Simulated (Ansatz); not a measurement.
Born–Oppenheimer molecular dynamics of a periodic cell of 16 atoms, Si (start crystal Si, start structure diamond, volume 1.1 times the crystal's). It starts from a structure without forces on its atoms.

All numbers below come from DFT PBE, scalar-relativistic, plane waves, PAW (Ansatz 0.2.0). Settings: cutoff 420 eV, k mesh 2x2x2, fermi-dirac smearing 0.36 eV, no spin polarisation.

```json
{
 "ensemble": "NVT, Langevin thermostat",
 "time step": "1.5 fs",
 "steps asked": "100",
 "set temperature": "4200 K",
 "friction": "0.02 /fs",
 "seed": "518131"
}
```

First frame:

```xyz
16
Lattice="0.0000 5.6053 5.6053 5.6053 0.0000 5.6053 5.6053 5.6053 0.0000" Properties=species:S:1:pos:R:3
Si 0.000 0.000 0.000
Si 1.401 1.401 1.401
Si 2.803 2.803 0.000
Si 4.204 4.204 1.401
Si 2.803 0.000 2.803
Si 4.204 1.401 4.204
Si 5.605 2.803 2.803
Si 7.007 4.204 4.204
Si 0.000 2.803 2.803
Si 1.401 4.204 4.204
Si 2.803 5.605 2.803
Si 4.204 7.007 4.204
Si 2.803 2.803 5.605
Si 4.204 4.204 7.007
Si 5.605 5.605 5.605
Si 7.007 7.007 7.007
```

(1) What does the run give?

(2) What happens to the structure?

(3) How do temperature and energy run in time?

Results:

(1) All steps were run.

```
steps done                                               : 100
time covered                                             : 150 fs
mean temperature over the second half                    : 4046 K
spread of the potential energy over the second half      : 40.2 meV per atom
mean potential energy of the second half above the start : 605.3 meV per atom
```

A run of 0.15 ps of so small a system gives no equilibrium averages. Limits of this set-up: coarse k mesh.

(2) Mean squared displacements from the first frame to the last, about the centre of mass: Si 1.04 Å². This is one draw of velocities; another would differ in detail.

(3) 
| time (fs) | T (K) | potential energy less start (eV) |
| --- | --- | --- |
| 0.0 | 3938 | 0.000 |
| 7.5 | 3549 | 1.194 |
| 15.0 | 2750 | 3.630 |
| 22.5 | 2550 | 5.297 |
| 30.0 | 2234 | 6.051 |
| 37.5 | 2679 | 5.867 |
| 45.0 | 3517 | 6.269 |
| 52.5 | 2949 | 7.313 |
| 60.0 | 4304 | 7.085 |
| 67.5 | 4025 | 7.412 |
| 75.0 | 3388 | 9.037 |
| 82.5 | 3655 | 9.554 |
| 90.0 | 2831 | 10.022 |
| 97.5 | 3436 | 9.604 |
| 105.0 | 4174 | 8.803 |
| 112.5 | 4077 | 8.966 |
| 120.0 | 4151 | 9.349 |
| 127.5 | 3951 | 10.778 |
| 135.0 | 5499 | 10.855 |
| 142.5 | 5276 | 9.672 |
| 150.0 | 4103 | 9.555 |

Run time: 11 min on 1 CPU thread of a shared host.
